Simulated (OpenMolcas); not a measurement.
**Br2 (SMILES BrBr), step by step**

Aim: a series of 8 runs (UHF/aug-cc-pVTZ, CASSCF(2,2)/aug-cc-pVTZ, CASPT2(2,2)/aug-cc-pVTZ, CASPT2[IPEA 0](2,2)/aug-cc-pVTZ, SC-NEVPT2(2,2)/aug-cc-pVTZ, PC-NEVPT2(2,2)/aug-cc-pVTZ, MC-PDFT[tPBE](2,2)/aug-cc-pVTZ, MC-PDFT[ftPBE](2,2)/aug-cc-pVTZ) of Br2. 

The results are computed with OpenMolcas 26.06.

### Step 1. Starting point

The species is Br2 (2 atoms), meant as a singlet with charge 0. SMILES: `BrBr`. The Br1–Br2 distance was set to 2.966 Å, away from the relaxed value.

Bond lengths: Br1–Br2 2.966 Å.

### Step 2. The energy at UHF/aug-cc-pVTZ (RICD fitting) (run 1)

The input, struct.xyz:

```xyz
2

Br     1.556768    -0.520624     0.797632
Br    -0.972980     0.325390    -0.498520
```

The input, step1.inp:

```
* Br2 Hartree-Fock
>>> EXPORT MOLCAS_PRINT=2
&GATEWAY
BasLib
$CurrDir
Coord
struct.xyz
Basis
aug-cc-pVTZ
Group
NoSym
RICD
&SEWARD
&SCF
UHF
Scramble
0.25
PrOrbitals
1 2
```

The basis set aug-cc-pVTZ is read from a file made from the Basis Set Exchange's data (not shown).

Launch:

```bash
$ export MOLCAS_MEM=1860
$ pymolcas step1.inp > step1.log
```

Standard output:

```text
--- Start Module: gateway ---
[...]
--- Stop Module: gateway /rc=_RC_ALL_IS_WELL_ ---
[...]
--- Start Module: seward ---
[...]
      Basis functions          118
--- Stop Module: seward /rc=_RC_ALL_IS_WELL_ ---
[...]
--- Start Module: scf ---
[...]
       Convergence after  35 Iterations
[...]
::    Total SCF energy                              -5144.8914972737
[...]
      Total spin, S                                     0.5420008022
[...]
      Total electronic charge=   70.000000
      Total            charge=   -0.000000
[...]
      Dipole Moment (debye):
      Origin of the operator (angstrom)=    0.2919   -0.0976    0.1496
                   X=  3.4299E-06               Y= -1.6836E-07               Z=  5.7769E-07           Total=  3.4823E-06
      Quadrupole Moment (debye*angstrom):
[...]
--- Stop Module: scf /rc=_RC_ALL_IS_WELL_ ---
[...]
```

It took 22 s on 1 thread of Arm Neoverse V2, shared host; peak memory 0.16 GiB.

### Step 3. The energy at CASSCF(2,2)/aug-cc-pVTZ (RICD fitting) (run 2)

struct.xyz is that of step 2.

The input, step2.input:

```
&gateway
baslib = $CurrDir
coord = struct.xyz
basis = aug-cc-pVTZ
group = NoSym
ricd
&seward
&rasscf
fileorb = $CurrDir/step1.UnaOrb
spin = 1
nactel = 2 0 0
inactive = 34
ras2 = 2
orblisting = Nothing
```

The basis set aug-cc-pVTZ is read from a file made from the Basis Set Exchange's data (not shown).

Launch:

```bash
$ export MOLCAS_MEM=1860
$ pymolcas step2.input > step2.log
```

Standard output:

```text
--- Start Module: gateway ---
[...]
--- Stop Module: gateway /rc=_RC_ALL_IS_WELL_ ---
[...]
--- Start Module: seward ---
[...]
      Basis functions          118
--- Stop Module: seward /rc=_RC_ALL_IS_WELL_ ---
[...]
--- Start Module: rasscf ---
[...]
      Number of active orbitals                  2
[...]
      Spin quantum number                      0.0
[...]
      Active orbitals                            2
[...]
      Number of CSFs                             3
[...]
      Number of root(s) required                 1
[...]
      Convergence after 14 iterations
[...]
      printout of CI-coefficients larger than  0.05 for root  1
      energy=   -5144.902601
      conf/sym  11     Coeff  Weight
             1  20  -0.91994 0.84628
             3  02   0.39207 0.15372
      Natural orbitals and occupation numbers for root  1
      sym 1:   1.692569   0.307431
      ************************************************************************************************************************
      *                                                    Final results                                                     *
[...]
::    RASSCF root number  1 Total energy:  -5144.90260121
[...]
      Total electronic charge=   70.000000
      Total            charge=   -0.000000
[...]
      Dipole Moment (debye):
      Origin of the operator (angstrom)=    0.2919   -0.0976    0.1496
                   X= -9.1619E-08               Y=  1.2622E-06               Z=  1.3907E-06           Total=  1.8803E-06
      Quadrupole Moment (debye*angstrom):
[...]
--- Stop Module: rasscf /rc=_RC_ALL_IS_WELL_ ---
[...]
```

Wall time 12 s (1 thread of Arm Neoverse V2, shared host); peak memory 0.16 GiB.

### Step 4. The energy at CASPT2(2,2)/aug-cc-pVTZ (RICD fitting) (run 3)

struct.xyz is that of step 3.

The input, step3.input:

```
>>> EXPORT MOLCAS_PRINT=2
&GATEWAY
BasLib=$CurrDir
Coord=struct.xyz
Basis=aug-cc-pVTZ
Group=NoSym
RICD
&SEWARD
&RASSCF
FileOrb=$CurrDir/step2.RasOrb
Spin=1
Nactel=2 0 0
Inactive=34
Ras2=2
OrbListing=Nothing
&CASPT2
IPEA=0.25
Imaginary=0.1
Frozen=18
```

The basis set aug-cc-pVTZ is read from a file made from the Basis Set Exchange's data (not shown).

Launch:

```bash
$ export MOLCAS_MEM=1860
$ pymolcas step3.input > step3.log
```

Standard output:

```text
--- Start Module: gateway ---
[...]
--- Stop Module: gateway /rc=_RC_ALL_IS_WELL_ ---
[...]
      Basis functions          118
[...]
--- Start Module: rasscf ---
[...]
      Number of active orbitals                  2
[...]
      Spin quantum number                      0.0
[...]
      Active orbitals                            2
[...]
      Number of CSFs                             3
[...]
      Number of root(s) required                 1
[...]
      Convergence after  4 iterations
[...]
      printout of CI-coefficients larger than  0.05 for root  1
      energy=   -5144.902601
      conf/sym  11     Coeff  Weight
             1  20  -0.91994 0.84628
             3  02   0.39207 0.15372
      Natural orbitals and occupation numbers for root  1
      sym 1:   1.692568   0.307432
      ************************************************************************************************************************
      *                                                    Final results                                                     *
[...]
::    RASSCF root number  1 Total energy:  -5144.90260121
[...]
      Total electronic charge=   70.000000
      Total            charge=   -0.000000
[...]
      Dipole Moment (debye):
      Origin of the operator (angstrom)=    0.2919   -0.0976    0.1496
                   X= -1.7530E-07               Y=  9.9592E-07               Z=  1.0707E-06           Total=  1.4727E-06
      Quadrupole Moment (debye*angstrom):
[...]
--- Stop Module: rasscf /rc=_RC_ALL_IS_WELL_ ---
[...]
--- Start Module: caspt2 ---
[...]
      E2 (Variational):          -0.4313094506
      Total energy:           -5145.3339106587
[...]
      Reference weight:           0.87873
[...]
::    CASPT2 Root  1     Total energy:  -5145.33391066
[...]
--- Stop Module: caspt2 /rc=_RC_ALL_IS_WELL_ ---
[...]
```

It took 11 s on 1 thread of Arm Neoverse V2, shared host; peak memory 0.16 GiB.

Runs 4 to 7 aren't shown in full; the table further down has their settings and results.

### Step 5. The energy at MC-PDFT[ftPBE](2,2)/aug-cc-pVTZ (RICD fitting) (run 8)

struct.xyz is that of step 4.

The input, step8.input:

```
* Br2 MC-PDFT
>>> EXPORT MOLCAS_PRINT=2

&gateway
 baslib=$CurrDir
 coord=struct.xyz
 basis=aug-cc-pVTZ
 group=NoSym
 ricd

&seward

&rasscf
 fileorb=$CurrDir/step2.RasOrb
 spin=1
 nactel=2 0 0
 inactive=34
 ras2=2
 orblisting=Nothing

&mcpdft
 ksdft=FT:PBE
```

The basis set aug-cc-pVTZ is read from a file made from the Basis Set Exchange's data (not shown).

Launch:

```bash
$ export MOLCAS_MEM=1860
$ pymolcas step8.input > step8.log
```

Standard output:

```text
--- Start Module: gateway ---
[...]
--- Stop Module: gateway /rc=_RC_ALL_IS_WELL_ ---
[...]
      Basis functions          118
[...]
--- Start Module: rasscf ---
[...]
      Number of active orbitals                  2
[...]
      Spin quantum number                      0.0
[...]
      Active orbitals                            2
[...]
      Number of CSFs                             3
[...]
      Number of root(s) required                 1
[...]
      Convergence after  4 iterations
[...]
      printout of CI-coefficients larger than  0.05 for root  1
      energy=   -5144.902601
      conf/sym  11     Coeff  Weight
             1  20  -0.91994 0.84628
             3  02   0.39207 0.15372
      Natural orbitals and occupation numbers for root  1
      sym 1:   1.692568   0.307432
      ************************************************************************************************************************
      *                                                    Final results                                                     *
[...]
::    RASSCF root number  1 Total energy:  -5144.90260121
[...]
      Total electronic charge=   70.000000
      Total            charge=   -0.000000
[...]
      Dipole Moment (debye):
      Origin of the operator (angstrom)=    0.2919   -0.0976    0.1496
                   X= -1.7530E-07               Y=  9.9592E-07               Z=  1.0707E-06           Total=  1.4727E-06
      Quadrupole Moment (debye*angstrom):
[...]
--- Stop Module: rasscf /rc=_RC_ALL_IS_WELL_ ---
[...]
--- Start Module: mcpdft ---
[...]
::    MCPDFT root number  1 Total energy:  -5148.15724444
--- Stop Module: mcpdft /rc=_RC_ALL_IS_WELL_ ---
[...]
```

Wall time 9.3 s (1 thread of Arm Neoverse V2, shared host); peak memory 0.16 GiB.

### Step 6. All runs side by side

```csv
run,level,scramble,active rule,energy (Eh),dipole moment (D) of the reference,wall time
1,UHF/aug-cc-pVTZ (RICD fitting),0.25,–,-5144.891497,0.00,22 s
2,"CASSCF(2,2)/aug-cc-pVTZ (RICD fitting)",–,uhf natural orbitals,-5144.902601,0.00,12 s
3,"CASPT2(2,2)/aug-cc-pVTZ (RICD fitting)",–,uhf natural orbitals,-5145.333911,0.00,11 s
4,"CASPT2[IPEA 0](2,2)/aug-cc-pVTZ (RICD fitting)",–,uhf natural orbitals,-5145.338780,0.00,11 s
5,"SC-NEVPT2(2,2)/aug-cc-pVTZ (RICD fitting)",–,uhf natural orbitals,-5145.332058,0.00,10 s
6,"PC-NEVPT2(2,2)/aug-cc-pVTZ (RICD fitting)",–,uhf natural orbitals,-5145.332106,0.00,10 s
7,"MC-PDFT[tPBE](2,2)/aug-cc-pVTZ (RICD fitting)",–,uhf natural orbitals,-5147.542431,0.00,9.3 s
8,"MC-PDFT[ftPBE](2,2)/aug-cc-pVTZ (RICD fitting)",–,uhf natural orbitals,-5148.157244,0.00,9.3 s
```

### Step 7. Results

| quantity | value |
| --- | --- |
| run 8, MC-PDFT[ftPBE](2,2)/aug-cc-pVTZ: total energy | -5148.15724 Eh |
| run 8, MC-PDFT[ftPBE](2,2)/aug-cc-pVTZ: dipole moment (CASSCF density) | 0.00 D |

In words: Below the UHF energy at the same shape and in the same basis (aug-cc-pVTZ): CASSCF(2,2) -11.1 mEh; CASPT2(2,2) -442.4 mEh; CASPT2[IPEA 0](2,2) -447.3 mEh; SC-NEVPT2(2,2) -440.6 mEh; PC-NEVPT2(2,2) -440.6 mEh. Active-space methods hold only the correlation inside their space unless a perturbation or CI step follows. Spin contamination of the reference: run 1 ⟨S²⟩ = 0.84. Where it is this large, the reference is a mixture of spin states, and values that rest on it are in doubt. All runs together took 94 s, the longest 22 s.
